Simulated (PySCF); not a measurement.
# H4N2Tl (Tl(NH2)2-): the cost of one run

The runs use PySCF 2.14.0; several levels, as the steps say, no spin–orbit coupling.

2 further runs of the same task are left out: 2 for a known fault of the program.

## (1) The starting structure

7 atoms, charge -1, spin multiplicity 1.

Bond lengths: Tl1–N2 2.522 Å, Tl1–N5 2.522 Å, N2–H3 1.032 Å, N2–H4 1.032 Å, N5–H6 1.032 Å, N5–H7 1.032 Å. Angles: N2–Tl1–N5 180.0°, Tl1–N2–H3 128.9°, Tl1–N2–H4 128.9°, H3–N2–H4 102.3°, Tl1–N5–H6 128.9°, Tl1–N5–H7 128.9°, H6–N5–H7 102.3°.

Coordinates:

```xyz
7
H4N2Tl
Tl    0.0000    0.0000    0.0000
N     0.0000    0.0000    2.5223
H     0.5684    0.5684    3.1697
H    -0.5684   -0.5684    3.1697
N     0.0000    0.0000   -2.5223
H     0.5684   -0.5684   -3.1697
H    -0.5684    0.5684   -3.1697
```

Formal oxidation states: Tl +1. An earlier session relaxed this geometry at PBE0, Tl def2-SVP with ECP60, N def2-SVP, H def2-SVP (singlet, point group D2d). Its vibrations showed it to be a saddle point, relaxed within its symmetry.

At PBE0 on the finer grid: E = -284.149392 Eh, HOMO 0.08 eV, LUMO 3.80 eV, Mulliken charge on Tl1 +0.05 e, largest force component 0.004 eV/Å. The highest filled level lies above zero; it isn't the detachment energy.

Levels to run: revPBE; BLYP; r2SCAN; TPSS; PBE0, TZVP; PBE0, x2c-SVP. Hardware: 2 threads of Intel Xeon 6975P-C (Granite Rapids), shared host.

## (2) revPBE

Contents of run.py (the lines that set the calculation):

```python
mol = gto.M(atom='''
Tl     0.00000     0.00000     0.00000
N      0.00000     0.00000     2.52225
H      0.56841     0.56841     3.16974
H     -0.56841    -0.56841     3.16974
N      0.00000     0.00000    -2.52225
H      0.56841    -0.56841    -3.16974
H     -0.56841     0.56841    -3.16974''',
    basis={'Tl': 'def2-SVP', 'N': 'def2-SVP', 'H': 'def2-SVP'},
    ecp={'Tl': 'def2-SVP'},
    charge=-1, spin=0)
mf = dft.RKS(mol, xc='PBE_R,PBE')
mf.grids.atom_grid = (75, 302)
mf = mf.density_fit()  # fitting sets: Tl def2-universal-JKFIT, N def2-universal-JKFIT, H def2-universal-JKFIT
mf.conv_tol = 1e-08; mf.max_cycle = 55
mf.kernel(dm0)  # dm0: the density of the relaxed state
```

The run is started by

```
> OMP_NUM_THREADS=2 python run.py
```

**Question.** How long does this run take on 2 threads of Intel Xeon 6975P-C (Granite Rapids), shared host?

About 2.7 s.
